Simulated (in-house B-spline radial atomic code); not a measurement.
# Sn²⁺: density, ELF and screening along the radius

Aim: the shell structure of Sn²⁺ in the radial density, the electron localisation function and the screened nuclear charge, under several settings.

Method: several methods, spin-polarised, as named in each step; spherical all-electron atom at the radial basis limit. Code: in-house B-spline radial atomic code version 1.

## 1. The atom as given

| Quantity | Value |
| --- | --- |
| element | tin (Z = 50) |
| charge | +2 |
| electrons | 48 |
| configuration | [Kr] 4d10 5s2 |
| nucleus | point (non-relativistic runs) or finite (X2C runs) |

Outer shells as boxes (Hund's rule):

[Kr] 4d10 5s2
```
[Kr] core
4d [↑↓][↑↓][↑↓][↑↓][↑↓]
5s [↑↓]
```

Where spins are not typed, each open shell is filled with up spins first.

## 2. LDA (PW92), non-rel.

Settings, as recorded:

```ini
Z = 50
electrons = 48.0
configuration = [Kr] 4d10 5s2
hamiltonian = nr
method = lda,pw
spin_polarised = True
```

Started as:

```sh
python run_scf.py task.json out
```

task.json lists these runs, among others, and the program works through them in turn.

Results of the run (chosen fields of its result record, rounded):

```text
{
  "status": "converged",
  "scf [iteration, energy, orbital gradient]": [
    [1, -6010.58143436, 0.493],
    [2, -6012.37153341, 0.493],
    [3, -6019.05740845, 0.0501],
    [4, -6019.14151519, 0.0149],
    [5, -6019.14641992, 0.00497],
    [6, -6019.14670489, 0.000594],
    [7, -6019.14671273, 0.00043],
    [8, -6019.14671817, 2.9e-06],
    [9, -6019.14671817, 1.23e-07]
  ],
  "energy [hartree]": {"total": -6019.14671817, "kinetic": 6015.76522679, "nuclear": -14286.6067855, "coulomb": 2406.88913967, "xc": -155.194299169},
  "orbitals [hartree, bohr; up spins, the down spins are equal]": [
    ["name", "occ", "eps", "<r>", "<r^2>", "<1/r>", "r_max", "density_at_nucleus", "spin_orbit_zeta"],
    ["1s up", 1.0, -1027.4116, 0.030449, 0.00124, 49.431, 0.020162, 38885.0, "-"],
    ["2s up", 1.0, -152.16862, 0.13155, 0.020322, 11.295, 0.11168, 4048.3, "-"],
    ["2p up", 3.0, -142.46637, 0.11214, 0.015293, 11.309, 0.087344, "-", 5.1728],
    ["3s up", 1.0, -29.769386, 0.35322, 0.14242, 4.069, 0.32052, 776.27, "-"],
    ["3p up", 3.0, -25.761419, 0.34401, 0.13714, 3.9944, 0.3068, "-", 0.93552],
    ["3d up", 5.0, -18.300681, 0.31488, 0.11755, 3.8557, 0.25132, "-", 0.12637],
    ["4s up", 1.0, -5.1874683, 0.84885, 0.81565, 1.6228, 0.77192, 157.36, "-"],
    ["4p up", 3.0, -3.8528234, 0.89856, 0.92302, 1.5131, 0.79915, "-", 0.16956],
    ["4d up", 5.0, -1.6425111, 1.0832, 1.3899, 1.2313, 0.88134, "-", 0.015522],
    ["5s up", 1.0, -0.93605051, 2.2828, 5.859, 0.56211, 2.0127, 19.379, "-"]
  ],
  "sum_r [bohr^k]": {"-1": 285.7321, "1": 29.40305, "2": 35.20396},
  "density_at_nucleus [bohr^-3]": 87773.39,
  "spin_density_at_nucleus [bohr^-3]": 0.0,
  "mass_velocity [hartree]": -507.5543,
  "darwin [hartree]": 367.0992,
  "radius_at_0.001 [bohr]": 3.746,
  "radius_enclosing_fraction [bohr]": {"0.5": 0.391, "0.9": 1.356, "0.99": 2.821},
  "slater [hartree]": {
    "F0(4d up,4d up)": 0.83608,
    "F2(4d up,4d up)": 0.41854,
    "F4(4d up,4d up)": 0.27524,
    "F0(4d up,4d down)": 0.83608,
    "F2(4d up,4d down)": 0.41854,
    "F4(4d up,4d down)": 0.27524,
    "F0(4d up,5s up)": 0.48313,
    "G2(4d up,5s up)": 0.06098,
    "F0(4d up,5s down)": 0.48313,
    "F0(4d down,4d down)": 0.83608,
    "F2(4d down,4d down)": 0.41854,
    "F4(4d down,4d down)": 0.27524,
    "F0(4d down,5s up)": 0.48313,
    "F0(4d down,5s down)": 0.48313,
    "G2(4d down,5s down)": 0.06098,
    "F0(5s up,5s up)": 0.39438,
    "F0(5s up,5s down)": 0.39438,
    "F0(5s down,5s down)": 0.39438
  }
}
```

Wall time 0.19 s (1 thread, shared host).

radius_at_0.001 is where the density falls to 0.001 electrons per bohr³.

The record's radial tables, every 2nd point:

```csv
r (bohr),4πr²n (1/bohr),ELF,screened charge r·V (e),reduced gradient s
0.00501,16.79,0.9989,48.59,0.4283
0.00764,30.05,0.9978,47.87,0.4654
0.0116,46.85,0.9935,46.85,0.5243
0.0177,60.48,0.9679,45.40,0.6160
0.0270,61.12,0.7702,43.42,0.7131
0.0412,54.80,0.3391,40.75,0.5843
0.0628,66.18,0.4913,37.22,0.2858
0.0957,81.10,0.7472,32.76,0.3904
0.146,62.77,0.4212,27.60,0.5008
0.222,62.64,0.5092,21.85,0.2229
0.339,56.37,0.7534,16.09,0.4945
0.516,21.86,0.1887,11.27,0.5799
0.787,23.56,0.7310,6.786,0.2811
1.20,12.82,0.6167,3.747,0.7164
1.83,3.313,0.2499,2.488,1.069
2.79,0.8223,0.5108,2.076,1.717
4.25,0.06962,0.7625,2.003,5.711
6.47,0.0006429,0.5192,2.000,38.71
```

## 3. LDA (VWN5), X2C

Settings, as recorded:

```ini
Z = 50
electrons = 48.0
configuration = [Kr] 4d10 5s2
hamiltonian = x2c
method = lda,vwn
spin_polarised = True
nucleus = fermi
rms_radius = 4.6519
mass_number = 120
atomic_mass = 119.902202557
speed_of_light = 137.035999084
```

Results of the run:

```text
{
  "status": "converged",
  "scf [iteration, energy, orbital gradient]": [
    [1, -6163.3243928, 0.335],
    [2, -6164.44529733, 0.422],
    [3, -6169.71694498, 0.0435],
    [4, -6169.77209166, 0.0135],
    [5, -6169.77627423, 0.00567],
    [6, -6169.77658561, 0.000583],
    [7, -6169.77659286, 0.000469],
    [8, -6169.77659931, 4.09e-06],
    [9, -6169.77659931, 1.6e-07]
  ],
  "energy [hartree]": {"total": -6169.77659931, "kinetic": 6495.12482999, "nuclear": -14953.7605029, "coulomb": 2448.97043648, "xc": -160.11136285},
  "orbitals [hartree, bohr; up spins, the down spins are equal]": [
    ["name", "occ", "eps", "<r>"],
    ["1s up", 1.0, -1063.5719, 0.028505],
    ["2s up", 1.0, -161.16158, 0.12514],
    ["2p up", 3.0, -144.93561, 0.10936],
    ["3s up", 1.0, -31.610399, 0.33975],
    ["3p up", 3.0, -26.293955, 0.33789],
    ["3d up", 5.0, -18.035482, 0.31487],
    ["4s up", 1.0, -5.551051, 0.81854],
    ["4p up", 3.0, -3.9369616, 0.88541],
    ["4d up", 5.0, -1.5944941, 1.0932],
    ["5s up", 1.0, -0.97436647, 2.2053]
  ],
  "sum_r [bohr^k]": {"-1": 304.4237, "1": 29.11066, "2": 34.38477}
}
```

Run time: 0.29 s. Hardware: 1 thread, shared host.

The record's radial tables, every 4th point:

```csv
r (bohr),4πr²n (1/bohr),ELF,screened charge r·V (e),reduced gradient s
0.00497,23.88,0.9990,48.52,0.5794
0.0115,54.43,0.9922,46.75,0.5961
0.0266,61.52,0.7128,43.34,0.7410
0.0617,68.82,0.5271,37.18,0.2844
0.143,61.91,0.4041,27.71,0.5104
0.331,57.82,0.7563,16.28,0.4851
0.767,23.47,0.7138,6.980,0.2741
1.78,3.728,0.2850,2.507,1.035
4.11,0.07368,0.5931,2.003,5.656
```

## 4. PBE, X2C

Changes to the settings of step 3:

```diff
@@ -4,3 +4,3 @@
 hamiltonian = x2c
-method = lda,vwn
+method = pbe,pbe
 spin_polarised = True
```

Results of the run:

```text
{
  "status": "converged",
  "scf [iteration, energy, orbital gradient]": [
    [1, -6168.85183246, 0.452],
    [2, -6170.19267707, 0.409],
    [3, -6175.29047614, 0.0431],
    [4, -6175.35144338, 0.0123],
    [5, -6175.35506988, 0.00514],
    [6, -6175.35533888, 0.000429],
    [7, -6175.35534238, 0.000344],
    [8, -6175.35534606, 3.14e-06],
    [9, -6175.35534606, 1.5e-07]
  ],
  "energy [hartree]": {"total": -6175.35534606, "kinetic": 6503.28238131, "nuclear": -14962.4871183, "coulomb": 2449.62087853, "xc": -165.771487558},
  "orbitals [hartree, bohr; up spins, the down spins are equal]": [
    ["name", "occ", "eps", "<r>"],
    ["1s up", 1.0, -1064.8952, 0.028475],
    ["2s up", 1.0, -161.32326, 0.12502],
    ["2p up", 3.0, -144.97801, 0.10932],
    ["3s up", 1.0, -31.657548, 0.33914],
    ["3p up", 3.0, -26.304402, 0.33746],
    ["3d up", 5.0, -18.020541, 0.31465],
    ["4s up", 1.0, -5.5563591, 0.81883],
    ["4p up", 3.0, -3.9368634, 0.88558],
    ["4d up", 5.0, -1.5874702, 1.0915],
    ["5s up", 1.0, -0.95822576, 2.2173]
  ],
  "sum_r [bohr^k]": {"-1": 304.6144, "1": 29.1128, "2": 34.45045}
}
```

Run time: 0.3 s. Hardware: 1 thread, shared host.

Fields along the radius, from the same record (one point in 4):

```csv
r (bohr),4πr²n (1/bohr),ELF,screened charge r·V (e),reduced gradient s
0.00498,24.00,0.9990,48.52,0.5795
0.0115,54.53,0.9922,46.75,0.5964
0.0267,61.44,0.7080,43.31,0.7418
0.0619,69.03,0.5309,37.15,0.2833
0.143,61.84,0.4033,27.71,0.5115
0.332,57.65,0.7560,16.23,0.4889
0.770,23.55,0.7182,6.937,0.2739
1.78,3.691,0.2804,2.510,1.041
4.13,0.07526,0.6308,2.004,5.508
```

## 5. Hartree-Fock, X2C

Changes to the settings of step 4:

```diff
@@ -4,3 +4,3 @@
 hamiltonian = x2c
-method = pbe,pbe
+method = hf
 spin_polarised = True
```

Results of the run:

```text
{
  "status": "converged",
  "scf [iteration, energy, orbital gradient]": [
    [1, -6166.40009157, 0.509],
    [2, -6170.7024667, 0.281],
    [3, -6172.9352608, 0.0696],
    [4, -6173.06800347, 0.0216],
    [5, -6173.07614935, 0.00801],
    [6, -6173.07821964, 0.00144],
    [7, -6173.0782801, 0.000502],
    [8, -6173.07828765, 6.74e-05],
    [9, -6173.07828776, 3.19e-06],
    [10, -6173.07828776, 3.48e-07]
  ],
  "energy [hartree]": {"total": -6173.07828776, "kinetic": 6502.45218678, "nuclear": -14961.5484965, "coulomb": 2449.58989649, "exact_exchange": -163.571874555},
  "orbitals [hartree, bohr; up spins, the down spins are equal]": [
    ["name", "occ", "eps", "<r>"],
    ["1s up", 1.0, -1079.1017, 0.028467],
    ["2s up", 1.0, -166.86697, 0.12482],
    ["2p up", 3.0, -149.68969, 0.10936],
    ["3s up", 1.0, -34.189696, 0.33732],
    ["3p up", 3.0, -28.422272, 0.33599],
    ["3d up", 5.0, -19.531393, 0.31353],
    ["4s up", 1.0, -6.5237548, 0.82202],
    ["4p up", 3.0, -4.6884988, 0.88968],
    ["4d up", 5.0, -1.9464068, 1.0831],
    ["5s up", 1.0, -1.0576067, 2.2836]
  ],
  "sum_r [bohr^k]": {"-1": 304.59, "1": 29.1694, "2": 34.84124}
}
```

Run time: 0.46 s. Hardware: 1 thread, shared host.

Fields along the radius, from the same record (one point in 4):

```csv
r (bohr),4πr²n (1/bohr),ELF,screened charge r·V (e),reduced gradient s
0.00501,24.16,0.9990,48.51,0.5781
0.0116,54.85,0.9921,46.72,0.5970
0.0270,61.22,0.6959,43.25,0.7427
0.0628,69.80,0.5456,37.01,0.2814
0.146,60.74,0.3810,27.44,0.5021
0.339,55.98,0.7506,15.97,0.5119
0.787,23.64,0.7368,6.729,0.2856
1.83,3.247,0.2476,2.479,1.092
4.25,0.07255,0.8249,2.003,5.501
```

## 6. BHandHLYP, X2C

Changes to the settings of step 5:

```diff
@@ -4,3 +4,3 @@
 hamiltonian = x2c
-method = hf
+method = bhandhlyp
 spin_polarised = True
```

Results of the run:

```text
{
  "status": "converged",
  "scf [iteration, energy, orbital gradient]": [
    [1, -6169.1538346, 0.48],
    [2, -6172.16816736, 0.343],
    [3, -6175.65034105, 0.0605],
    [4, -6175.76005145, 0.0172],
    [5, -6175.76387121, 0.00555],
    [6, -6175.76456851, 0.00214],
    [7, -6175.76470717, 0.000201],
    [8, -6175.76470801, 4.85e-05],
    [9, -6175.76470807, 1.92e-06],
    [10, -6175.76470807, 3.06e-08]
  ],
  "energy [hartree]": {"total": -6175.76470807, "kinetic": 6503.53180414, "nuclear": -14962.9991832, "coulomb": 2449.92379626, "exact_exchange": -81.7622432349, "xc": -84.458882009},
  "orbitals [hartree, bohr; up spins, the down spins are equal]": [
    ["name", "occ", "eps", "<r>"],
    ["1s up", 1.0, -1072.1026, 0.028471],
    ["2s up", 1.0, -164.12561, 0.12492],
    ["2p up", 3.0, -147.37209, 0.10933],
    ["3s up", 1.0, -32.93805, 0.33827],
    ["3p up", 3.0, -27.381105, 0.33676],
    ["3d up", 5.0, -18.795449, 0.3141],
    ["4s up", 1.0, -6.0565614, 0.8201],
    ["4p up", 3.0, -4.3282204, 0.88748],
    ["4d up", 5.0, -1.7819937, 1.0871],
    ["5s up", 1.0, -1.0265205, 2.2464]
  ],
  "sum_r [bohr^k]": {"-1": 304.622, "1": 29.12997, "2": 34.59476}
}
```

Run time: 0.51 s. Hardware: 1 thread, shared host.

The record's radial tables, every 4th point:

```csv
r (bohr),4πr²n (1/bohr),ELF,screened charge r·V (e),reduced gradient s
0.00499,24.05,0.9990,48.51,0.5789
0.0116,54.84,0.9920,46.72,0.5973
0.0269,61.30,0.6998,43.27,0.7422
0.0623,69.38,0.5375,37.09,0.2824
0.145,61.12,0.3884,27.53,0.5050
0.335,56.95,0.7540,16.12,0.4988
0.777,23.60,0.7266,6.848,0.2787
1.80,3.502,0.2660,2.497,1.064
4.18,0.07428,0.7318,2.003,5.511
```

## 7. Results

| run | total energy (hartree) | highest level (eV) | radius holding 50 / 90 / 99 % (bohr) | radius at n = 0.001 (bohr) | ELF minima on the full grid (bohr) |
| --- | --- | --- | --- | --- | --- |
| LDA (PW92), non-rel. | -6019.1467 | -25.471 | 0.391 / 1.36 / 2.82 | 3.75 | 0.051, 0.18, 0.52, 1.8 |
| LDA (VWN5), X2C | -6169.7766 | -26.514 | 0.387 / 1.35 / 2.75 | 3.67 | 0.041, 0.18, 0.50, 1.8 |
| PBE, X2C | -6175.3553 | -26.075 | 0.386 / 1.35 / 2.76 | 3.69 | 0.041, 0.18, 0.51, 1.8 |
| Hartree-Fock, X2C | -6173.0783 | -28.779 | 0.386 / 1.35 / 2.82 | 3.75 | 0.041, 0.18, 0.52, 1.8 |
| BHandHLYP, X2C | -6175.7647 | -27.933 | 0.386 / 1.35 / 2.78 | 3.72 | 0.041, 0.18, 0.51, 1.8 |

What this shows: In the first run ELF has 4 minima on the grid, which mark the borders between shells. On the record's full grid the screened charge (r times the electrostatic potential) falls from 49.9 near the nucleus to 2.00 at 8.0 bohr; far out it tends to the net charge, 2. The radius that holds 99 % of the electrons runs from 2.75 bohr (LDA (VWN5), X2C) to 2.82 bohr (LDA (PW92), non-rel.). The grid is coarse (about 23 % a step), so the places of minima are rough. For X2C runs ELF uses the non-relativistic kinetic energy density, and the fields carry no picture-change correction.
